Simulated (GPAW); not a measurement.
**SiSe in GPAW: convergence with density grid spacing (A)**

Input of the first run (density grid spacing (A) 0.24); the others differ in this setting and in those tied to it:

File run.py:

```python
from ase.dft.bandgap import bandgap
from ase.io import read, write
from ase.units import GPa
from gpaw import GPAW, PW

atoms = read('POSCAR')

calc = GPAW(mode=PW(600),
            h=0.24,
            xc='PBE',
            kpts={'size': (7, 7, 6), 'gamma': True},
            occupations={'name': 'fermi-dirac', 'width': 0.05},
            nbands=13,
            convergence={'density': 1e-05, 'energy': 1e-05},
            maxiter=100,
            txt='gpaw.txt')
atoms.calc = calc
energy = atoms.get_potential_energy()
forces = atoms.get_forces()
stress = atoms.get_stress()
calc.write('gs.gpw')
write('result.traj', atoms)
print(f'Energy: {energy:.6f} eV')
print('Forces (eV/A):')
print(forces.round(4))
print('Stress (GPa):', (stress / GPa).round(3))
print('Fermi level:', round(calc.get_fermi_level(), 4), 'eV')
print(f'Gap: {bandgap(calc)[0]:.4f} eV, direct: {bandgap(calc, direct=True)[0]:.4f} eV')
```

File POSCAR:

```
SiSe
1.0
    3.5951980377      0.0000000000      0.0000000000
   -1.7975990189      3.1135328323      0.0000000000
    0.0000000000      0.0000000000      3.5987300000
Si Se
1 1
Direct
    0.6666700000      0.3333300000      0.5000000000
    0.0000033333     -0.0000033333      0.0000000000
```

Potentials or basis: GPAW PAW data sets (gpaw-data 1.2.1), pw.

Run with:

```bash
$ OMP_NUM_THREADS=1 python run.py
```

The cell was built by a generator and needn't be a form met in nature.

Hardware: 1 thread of Arm Neoverse V2, with other jobs on the host.

```
density grid spacing (A)  energy less the tightest run, at zero smearing (meV/atom)  pressure (GPa)  SCF cycles  CPU time (s)  peak memory (GiB)
                    0.24                                                      -0.09           -0.52           9           8.8               0.16
                     0.2                                                      -0.17           -0.47           9            12               0.16
                    0.17                                                      -0.01           -0.48           9            19               0.17
                    0.15                                                      -0.01           -0.48           9            18               0.17
                    0.13                                                      -0.01           -0.48           9            27               0.18
                    0.11                                                       0.00           -0.48           9            51               0.21
                    0.09                                                       0.00           -0.48           9            65               0.23
```

Against the tightest run, the energy stays within 1 meV/atom from 0.24 on; the pressure stays within 0.1 GPa from 0.24 on. The tightest run that finished is the yardstick and may itself not be fully converged.
